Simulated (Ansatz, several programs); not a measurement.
BN built on the 4H polytype prototype, relaxed with PBE in Ansatz (plane waves, PAW): space group P6_3mc (No. 186), hexagonal; a = 2.558 Å, c = 8.409 Å in the conventional setting, 5.96 Å³ an atom. B is surrounded by 4 N at 1.57 Å; B is surrounded by 4 N at 1.57–1.58 Å; N is surrounded by 4 B at 1.57 Å; N is surrounded by 4 B at 1.57–1.58 Å. The cell was then scaled with its shape and fractional coordinates held, which makes it stiffer than a relaxed compression. Values at 0 K without nuclear motion; spin polarisation is off, and the phase may be a hypothetical one.

```
V (Å³/atom)  E (meV/atom)
      5.601         27.53
      5.958          0.00
      6.137          5.91
      6.316         22.59
```

Task: Pass a cubic E = c₀ + c₁u + c₂u² + c₃u³, with u = V − 6.003 Å³, through these points.

Result: c₀ = 0.37, c₁ = +16.917, c₂ = 189.096, c₃ = -52.3126 (meV and Å³).

Task: Where is the minimum, and what bulk modulus follows?

Result: dE/du = 0 at u = -0.044, so V₀ = 5.96 Å³. B = V₀ d²E/dV² = 5.96 × (2c₂ + 6c₃u) = 5.96 × 391.980 = 2336 meV/Å³, and 1 meV/Å³ is 0.16022 GPa: 374 GPa. A third-order Birch-Murnaghan fit to all five points gives 5.96 Å³ and 371 GPa.

Task: Predict the energy and the pressure at the withheld volume, 5.780 Å³.

Result: With u = -0.223: E ≈ 6.58 meV and P = −dE/dV ≈ +12.05 GPa. The run gives 6.61 meV and, from its stress, +12.02 GPa.
